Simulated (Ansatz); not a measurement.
**Ru3Cl: one candidate structure**

Aim: relax Ru3Cl from this start, Li3N type (P6/mmm, No. 191), and see where it ends.

Program: Ansatz 0.2.0. Level of theory: DFT PBE, scalar-relativistic, plane waves, PAW. These are calculated values, not measurements.

1 further run of the same task is left out (it didn't finish).

### 1 Starting point

The structure is hexagonal, space group P6/mmm (No. 191). Conventional cell: a = 4.202 Å, b = 4.202 Å, c = 4.435 Å, α = 90.00°, β = 90.00°, γ = 120.00°. Ru (site symmetry 6/mmm) is surrounded by 2 Cl at 2.22 Å. Ru (site symmetry -6m2) has 3 Ru at 2.43 Å and 3 Cl at 2.43 Å as nearest neighbours. Cl (site symmetry 6/mmm) has 8 Ru at 2.22 to 2.43 Å as nearest neighbours.

Coordinates:

```cif
data_structure
_symmetry_space_group_name_H-M 'P 1'
_symmetry_Int_Tables_number 1
_cell_length_a 4.2022
_cell_length_b 4.2022
_cell_length_c 4.4350
_cell_angle_alpha 90.000
_cell_angle_beta 90.000
_cell_angle_gamma 120.000
_cell_volume 67.82
loop_
_atom_site_label
_atom_site_type_symbol
_atom_site_fract_x
_atom_site_fract_y
_atom_site_fract_z
_atom_site_occupancy
Ru1 Ru 0.00000 0.00000 0.50000 1
Ru2 Ru 0.33333 0.66667 0.00000 1
Ru3 Ru 0.66667 0.33333 0.00000 1
Cl1 Cl 0.00000 0.00000 0.00000 1
```

### 2 Probe: one point at the start

input.yaml

```yaml
crystal:
  lattice:
    - [4.202213419, 0.0, 0.0]
    - [-2.1011067095, 3.6392235731, 0.0]
    - [0.0, 0.0, 4.4350001956]
  atoms:
    - { symbol: Ru, position: [0.0, 0.0, 0.5], spin: 1.0 }
    - { symbol: Ru, position: [0.3333333333, 0.6666666667, 0.0], spin: 1.0 }
    - { symbol: Ru, position: [0.6666666667, 0.3333333333, 0.0], spin: 1.0 }
    - { symbol: Cl, position: [0.0, 0.0, 0.0] }
basis:
  ecutwfc: 420
kpoints:
  mp_grid: { grid: [6, 6, 4] }
hamiltonian:
  xc: pbe
scf:
  occupations: { method: gaussian, width: 0.1 }
  lower_state_search: "off"
output:
  forces: true
  stress: true
  eigenvalues: true
  populations: true
magnetization:
  spin_polarized: true
```

Run with:

```bash
$ ansatz run input.yaml --threads 1 --pin off --max-ram 2560MiB --backend cpu --events-out ev --progress --plain --runs-dir out
```

The program printed (excerpt; [...] marks lines left out):

```text
[...]
SCF converged after 23 iterations
Magnetization: 0.6281 μB (27.8140 up, 27.1860 down)
Absolute magnetization: 0.6405 μB (∫|ρ↑−ρ↓|, with the PAW one-centre terms)
Spin contamination: 0.0061 ħ² per cell (⟨S²⟩ above its minimum at these occupations)
Per-site moments (μB) at R_I (Å): [(0.09347085611673749, 0.9147187903424999), (0.22004025711973577, 1.0007864825857058), (0.22004025711973574, 1.0007864825857058), (0.0011691996835544204, 0.9147187903424999)]
Free energy (F): -18708.376685 eV
[...]
E sigma→0 (E₀):  -18708.358439 eV
Entropy (-TS):   -0.036492 eV (-9.123 meV/atom)
Fermi energy:    16.037329 eV
[...]
--- Forces (eV/Å), atoms counted from 1 ---
  atom   1  Ru     0.00000000    -0.00000000     0.00000000
  atom   2  Ru    -0.00000000    -0.00000000     0.00000000
  atom   3  Ru     0.00000000     0.00000000    -0.00000000
  atom   4  Cl    -0.00000000    -0.00000000    -0.00000000
[...]
--- Stress (GPa, compression-positive) ---
       14.071913      -0.000000       0.000000
       -0.000000      14.071913      -0.000000
        0.000000      -0.000000      -5.759204
  P = ⅓ Tr σ = 7.4615 GPa (74.615 kbar)
--- Band table (eV; the first three rows and the last of 42) ---
[...]
--- Löwdin populations: 4 sites ---
  site symbol       q [e]    m [muB]
     0     Ru     16.0153     0.1071
     1     Ru     15.9291     0.2606
     2     Ru     15.9291     0.2606
     3     Cl      6.6392     0.0033
  spilling = 0.008861 (of n_electrons = 55.000000)
```

Run time: 18 s. Hardware: 1 thread of Arm Neoverse V1, shared host; peak memory 0.36 GiB.

By site:

| atom | moment in the atom's sphere (μB) | Löwdin electrons |
| --- | --- | --- |
| Ru1 | 0.09 | 16.02 |
| Ru2 | 0.22 | 15.93 |
| Ru3 | 0.22 | 15.93 |
| Cl4 | 0.00 | 6.64 |

The Löwdin counts miss 0.49 of the 55 electrons, which the atomic orbitals do not span, so they are no charges.

Read-out: pressure 7.5 GPa, largest force 0.00 eV/Å, gap on this mesh none (metal). With stress or forces this large, a rough relaxation on a coarse mesh goes ahead of the careful one.

### 3 A loose first relaxation

input.yaml

```yaml
crystal:
  lattice:
    - [4.202213419, 0.0, 0.0]
    - [-2.1011067095, 3.6392235731, 0.0]
    - [0.0, 0.0, 4.4350001956]
  atoms:
    - { symbol: Ru, position: [0.0, 0.0, 0.5] }
    - { symbol: Ru, position: [0.3333333333, 0.6666666667, 0.0], spin: 0.24 }
    - { symbol: Ru, position: [0.6666666667, 0.3333333333, 0.0], spin: 0.24 }
    - { symbol: Cl, position: [0.0, 0.0, 0.0] }
basis:
  ecutwfc: 420
kpoints:
  mp_grid: { grid: [6, 6, 4] }
hamiltonian:
  xc: pbe
scf:
  occupations: { method: gaussian, width: 0.1 }
  lower_state_search: "off"
output:
  forces: true
  stress: true
  eigenvalues: true
  populations: true
magnetization:
  spin_polarized: true
relax:
  adjacent_minimum: "off"
  f_tol: 0.04
  max_steps: 70
  cell: { stress_tol: 0.4 }
```

Run with:

```bash
$ ansatz run input.yaml --threads 1 --pin off --max-ram 2560MiB --backend cpu --events-out ev --progress --plain --runs-dir out
```

The program printed (excerpt; [...] marks lines left out):

```text
Warning: RAYON_NUM_THREADS=1 ignored (pool sized by the plan → 1); use --threads N
[...]
Pseudopotentials: kind: paw
Pseudopotential: Ru, paw, valence charge 16, recommended cutoff 420 eV (normal), Ru.paw.azcp
Pseudopotential: Cl, paw, valence charge 7, recommended cutoff 420 eV (normal), Cl.paw.azcp
Functional definition: PBE
[...]
Crystal: 4 atoms, lattice volume = 67.824 Å³
Basis set: ecut = 420 eV, 1281 PW (Γ), exchange–correlation on 60×60×60 points (8 copies of the dense FFT grid, shifted against one another)
Bands: 34, of which v1, the nominal top of the filled ones, is band 28 counted from 1 (27 counted from 0)
Symmetry: 24 space group operations
Space group: P6/mmm (ITA 191), of the structure as read, at distance tolerance 4.1e-5 Å
Magnetic group: BNS 191.233 (UNI 1463), of the structure as read, at distance tolerance 4.1e-5 Å
k-points: 21 of 144
[...]
Starting moments: Σ|m| = 0.48 μB on 2 of 4 sites
[...]
  F+E_penalty+E_count = -18708.58795101 eV   max|allowed force component| = 3.469e-17 eV/Å   (the final SCF, on the basis selected at the relaxed cell)
  cell:  # Å, volume = 70.4975 Å³
    - [4.334570604872898, 2.1168357071189605e-33, -9.92266737712013e-34]
    - [-2.167285302436449, 3.7538482583172104, 1.0117302901693548e-33]
    - [-5.58525105633629e-34, 6.2834074383783266e-34, 4.332625180105078]
  atoms:
    - { symbol: Ru, position: [-2.24948263825189e-34, 9.37150706665102e-36, 0.49999999999999994] }
    - { symbol: Ru, position: [0.33333333333333326, 0.6666666666666666, -1.1591495830589598e-35] }
    - { symbol: Ru, position: [0.6666666666666669, 0.33333333333333326, 4.6309439440257925e-35] }
    - { symbol: Cl, position: [2.13973145624647e-34, 4.9613860941093665e-36, -1.0912969245384334e-35] }
--- Löwdin populations: 4 sites ---
  site symbol       q [e]    m [muB]
     0     Ru     16.0226     0.1234
     1     Ru     15.9253     0.5047
     2     Ru     15.9253     0.5047
     3     Cl      6.6550     0.0039
  spilling = 0.008578 (of n_electrons = 55.000000)
```

It took 46 s on 1 thread of Arm Neoverse V1, shared host; peak memory 0.38 GiB.

The steps of the relaxation:

| step | E - E(step 1) (eV/cell) | largest force component (eV/Å) | pressure (GPa) | volume (Å³) |
| --- | --- | --- | --- | --- |
| 1 | 0.0000 | 0.0000 | 7.46 | 67.82 |
| 2 | -0.1972 | 0.0000 | 0.66 | 70.37 |
| 3 | -0.2106 | 0.0000 | 0.21 | 70.50 |
| 4 | -0.2113 | 0.0000 | 0.21 | 70.50 |

Step 1 is the start. Step 4 repeats the geometry before it on a plane-wave basis chosen anew for that cell, so its energy need not be comparable with the rows above.

|  | before | after | change |
| --- | --- | --- | --- |
| a (Å) | 4.202 | 4.335 | +3.1 % |
| b (Å) | 4.202 | 4.335 | +3.1 % |
| c (Å) | 4.435 | 4.333 | -2.3 % |
| volume (Å³/atom) | 16.96 | 17.62 | +3.9 % |
| shortest distance (Å) | 2.218 | 2.166 | -2.3 % |
| space group (0.01 Å) | P6/mmm | P6/mmm | same |

Forces and stress were held to the start's 24 operations: a distortion of lower symmetry was not tested.

By site:

| atom | moment in the atom's sphere (μB) | Löwdin electrons |
| --- | --- | --- |
| Ru1 | 0.11 | 16.02 |
| Ru2 | 0.43 | 15.93 |
| Ru3 | 0.43 | 15.93 |
| Cl4 | 0.00 | 6.65 |

The Löwdin counts miss 0.47 of the 55 electrons, which the atomic orbitals do not span, so they are no charges.

### 4 Relaxing cell and atoms

input.yaml

```yaml
crystal:
  lattice:
    - [4.3345706049, 0.0, 0.0]
    - [-2.1672853024, 3.7538482583, 0.0]
    - [0.0, 0.0, 4.3326251801]
  atoms:
    - { symbol: Ru, position: [0.0, 0.0, 0.5] }
    - { symbol: Ru, position: [0.3333333333, 0.6666666667, 0.0], spin: 0.48 }
    - { symbol: Ru, position: [0.6666666667, 0.3333333333, 0.0], spin: 0.48 }
    - { symbol: Cl, position: [0.0, 0.0, 0.0] }
basis:
  ecutwfc: 420
kpoints:
  mp_grid: { grid: [12, 12, 12] }
hamiltonian:
  xc: pbe
scf:
  occupations: { method: gaussian, width: 0.1 }
output:
  forces: true
  stress: true
  eigenvalues: true
  populations: true
magnetization:
  spin_polarized: true
relax:
  adjacent_minimum: "off"
  f_tol: 0.01
  max_steps: 80
  cell: { stress_tol: 0.05 }
```

Run with:

```bash
$ ansatz run input.yaml --threads 1 --pin off --max-ram 2560MiB --backend cpu --events-out ev --progress --plain --runs-dir out
```

The program printed (excerpt; [...] marks lines left out):

```text
Warning: RAYON_NUM_THREADS=1 ignored (pool sized by the plan → 1); use --threads N
[...]
[... 4 set-up lines as earlier in the session ...]
[...]
Crystal: 4 atoms, lattice volume = 70.498 Å³
Basis set: ecut = 420 eV, 1365 PW (Γ), exchange–correlation on 60×60×60 points (8 copies of the dense FFT grid, shifted against one another)
Bands: 34, of which v1, the nominal top of the filled ones, is band 28 counted from 1 (27 counted from 0)
[... 2 set-up lines as earlier in the session ...]
Magnetic group: BNS 191.233 (UNI 1463), of the structure as read, at distance tolerance 4.1e-5 Å
k-points: 133 of 1728
[...]
Starting moments: Σ|m| = 0.96 μB on 2 of 4 sites
[...]
WARN: the starting moments were not kept: the SCF closed with an absolute magnetisation of 2.3e-5 μB, where they sum to 0.96 μB in size (2 sites). That is at most 0.1 of that sum. Measured as dr2_m measures the in/out step, that magnetisation stands 1.0e-10 eV from none, at or under the [...]
  P = ⅓ Tr σ = -0.0058 GPa (-0.058 kbar)
--- Band table (eV; the first three rows and the last of 266) ---
[...]
--- Relaxed structure (3 steps of the walk, 3 accepted, 1 SCFs on fresh bases) ---
  F+E_penalty+E_count = -18708.57903774 eV   max|allowed force component| = 2.313e-17 eV/Å   (the final SCF, on the basis selected at the relaxed cell)
  cell:  # Å, volume = 70.4192 Å³
    - [4.336098263556324, -2.8877612539485062e-11, -4.3784530554625284e-34]
    - [-2.1680491317531536, 3.7551712495598077, 2.772588308522051e-34]
    - [-4.713140853652229e-34, 6.733058362360329e-35, 4.324763471565726]
  atoms:
    - { symbol: Ru, position: [-3.000030236623705e-35, 9.886993936606376e-36, 0.5] }
    - { symbol: Ru, position: [0.33333333333333337, 0.6666666666666667, -1.7246416309094455e-36] }
    - { symbol: Ru, position: [0.6666666666666667, 0.3333333333333333, 3.831833555408151e-36] }
    - { symbol: Cl, position: [1.0042861726452788e-36, -4.0082407851965e-36, -9.79437276494459e-37] }
--- Löwdin populations: 4 sites ---
  site symbol       q [e]    m [muB]
     0     Ru     16.0274    -0.0000
     1     Ru     15.9217     0.0000
     2     Ru     15.9217     0.0000
     3     Cl      6.6551    -0.0000
  spilling = 0.008620 (of n_electrons = 55.000000)
```

Run time: 4.3 min. Hardware: 1 thread of Arm Neoverse V1, shared host; peak memory 0.69 GiB.

Relaxation path:

| step | energy from step 1 (eV/cell) | largest force component (eV/Å) | pressure (GPa) | volume (Å³) |
| --- | --- | --- | --- | --- |
| 1 | 0.0000 | 0.0000 | -0.14 | 70.50 |
| 2 | -0.0002 | 0.0000 | -0.03 | 70.43 |
| 3 | -0.0003 | 0.0000 | -0.01 | 70.42 |
| 4 | -0.0002 | 0.0000 | -0.01 | 70.42 |

Step 1 is the start. Step 4 repeats the geometry before it on a plane-wave basis chosen anew for that cell, so its energy need not be comparable with the rows above.

|  | before | after | change |
| --- | --- | --- | --- |
| a (Å) | 4.335 | 4.336 | 0.0 % |
| b (Å) | 4.335 | 4.336 | 0.0 % |
| c (Å) | 4.333 | 4.325 | -0.2 % |
| volume (Å³/atom) | 17.62 | 17.60 | -0.1 % |
| shortest distance (Å) | 2.166 | 2.162 | -0.2 % |
| space group (0.01 Å) | P6/mmm | P6/mmm | same |

The run keeps the 24 symmetry operations of the start, so it could not have lowered the symmetry.

By site:

| atom | Löwdin electrons |
| --- | --- |
| Ru1 | 16.03 |
| Ru2 | 15.92 |
| Ru3 | 15.92 |
| Cl4 | 6.66 |

The Löwdin counts miss 0.47 of the 55 electrons, which the atomic orbitals do not span, so they are no charges.

### 5 Results

Formation energies count from the elements, computed with the same settings in runs not shown here.

```
                          quantity                                                                       value
                              cell  a = 4.336 Å, b = 4.336 Å, c = 4.325 Å, α = 90.00°, β = 90.00°, γ = 120.00°
                       space group                                                            P6/mmm (No. 191)
                            volume                                                               17.60 Å³/atom
                   gap on the mesh                                                                none (metal)
formation energy from the elements                                                              +1.738 eV/atom
```

In words: The space group stayed P6/mmm, and from the first guess the volume went from 16.96 to 17.60 Å³/atom. The formation energy of +1.74 eV/atom is positive, so the elements lie lower than this structure; another structure of the compound can lie lower.
